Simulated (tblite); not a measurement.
# C5H11BN2S: the cost of one run

Computed with tblite 0.8.0 and PySCF 2.14.0, with density-fitted response routines of our own, on a single molecule in the gas phase. Atoms count from 0, in the outputs and in this text.

## 1. Starting geometry

20 atoms, charge 0, multiplicity 1; geometry from: force field or distance geometry start.

Bonds of the start (Å): C0–S1 1.84, S1–C2 1.83, C2–B3 1.60, B3–C4 1.54, C4–N5 1.16, B3–N6 1.54, N6–C7 1.47, N6–C8 1.46, C0–H9 1.11, C0–H10 1.11, C0–H11 1.10, C2–H12 1.11, C2–H13 1.11, C7–H14 1.12, C7–H15 1.11, C7–H16 1.11, C8–H17 1.12, C8–H18 1.12, C8–H19 1.11.

## 2. Relaxing the molecule with GFN2-xTB

What the job is given:

```
{"job": {"kind": "relax", "xc": "GFN2-xTB", "basis": "xTB"}, "charge": 0, "multiplicity": 1}
C      3.641100    -0.417400    -0.395700
S      1.996800     0.061800    -1.061400
C      1.207600     0.115300     0.585500
B     -0.335100     0.509100     0.395200
C     -0.877600     1.789800     1.059100
N     -1.289100     2.758600     1.534900
N     -1.261700    -0.441800    -0.385600
C     -2.315500    -0.966300     0.494700
C     -1.841500     0.243600    -1.538600
H      3.558100    -1.385100     0.145600
H      4.004900     0.368100     0.293300
H      4.341400    -0.524800    -1.236400
H      1.257700    -0.872600     1.084500
H      1.707200     0.875800     1.215600
H     -2.989000    -0.150700     0.867200
H     -2.942600    -1.705700    -0.055200
H     -1.876300    -1.505700     1.360100
H     -2.456500    -0.470700    -2.137600
H     -2.496800     1.098200    -1.220200
H     -1.038300     0.631100    -2.201400
```

On the command line:

```
$ OMP_NUM_THREADS=1 python probes_run.py task.json out
```

The driver reads the jobs from task.json and runs them one after another.

Q: Estimate the wall time and peak memory of this first job on 1 thread of Arm Neoverse V2, shared host.

About 1.6 s, with a peak of 0.18 GiB.
